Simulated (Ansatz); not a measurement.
# ClF4H2STa: the cost of one run

All numbers below are computed with Ansatz 0.2.0 (RKS B3LYP/def2-SVP).

### 1 The structure to begin with

Bond lengths: Ta1–Cl2 2.820 Å, Ta1–F3 1.930 Å, Ta1–F4 1.930 Å, Ta1–F5 1.930 Å, Ta1–F6 1.930 Å, Ta1–S7 2.800 Å, S7–H8 1.400 Å. Angles (14 of 16 angles, heavy atoms first): Cl2–Ta1–F3 90.0°, Cl2–Ta1–F4 90.0°, Cl2–Ta1–F5 120.0°, Cl2–Ta1–F6 120.0°, Cl2–Ta1–S7 71.6°, F3–Ta1–F4 180.0°, F3–Ta1–F5 90.0°, F3–Ta1–F6 90.0°, F3–Ta1–S7 59.6°, F4–Ta1–F5 90.0°, F4–Ta1–F6 90.0°, F4–Ta1–S7 120.4°, F5–Ta1–F6 120.0°, F5–Ta1–S7 148.6°.

As a file:

```xyz
9

Ta    0.0000    0.0000    0.0000
Cl    2.8200    0.0000    0.0000
F     0.0000    0.0000    1.9300
F     0.0000    0.0000   -1.9300
F    -0.9650    1.6714    0.0000
F    -0.9650   -1.6714    0.0000
S     0.8829   -2.2490    1.4151
H     0.0982   -3.3559    1.0702
H     2.2296   -1.3319    0.8381
```

### 2 A restrained relaxation towards end A

Springs on the bonds that form and break draw the guess towards this end; the thresholds are loose.

input.yaml reads:

```yaml
crystal:
  periodic: [false, false, false]
  atoms:
    - { symbol: Ta, position_ang: [0.0, 0.0, 0.0] }
    - { symbol: Cl, position_ang: [2.82, 0.0, 0.0] }
    - { symbol: F, position_ang: [0.0, 0.0, 1.93] }
    - { symbol: F, position_ang: [0.0, 0.0, -1.93] }
    - { symbol: F, position_ang: [-0.965, 1.6714, 0.0] }
    - { symbol: F, position_ang: [-0.965, -1.6714, 0.0] }
    - { symbol: S, position_ang: [0.8829, -2.249, 1.4151] }
    - { symbol: H, position_ang: [0.0982, -3.3559, 1.0702] }
    - { symbol: H, position_ang: [2.2296, -1.3319, 0.8381] }
basis:
  gaussian: { orbitals: def2-SVP }
hamiltonian:
  xc: b3lyp
relax:
  f_tol: 0.15
  max_steps: 25
  restrain:
    - { distance: [0, 6], at: 3.7, k: 30.0 }
    - { distance: [8, 1], at: 2.57, k: 30.0 }
    - { distance: [0, 1], at: 2.47, k: 30.0 }
    - { distance: [8, 6], at: 1.4, k: 30.0 }
```

Run with:

```bash
> ansatz run input.yaml --threads 4 --pin off --max-ram 5120MiB --backend cpu --events-out ev --progress --plain --runs-dir out
```

**Question.** How long does this run take on 4 threads of Intel Xeon Platinum 8259CL at 2.50GHz (Skylake/Cascade Lake), shared host, and how much memory does it need?

About 71 s, with a peak of 0.41 GiB.
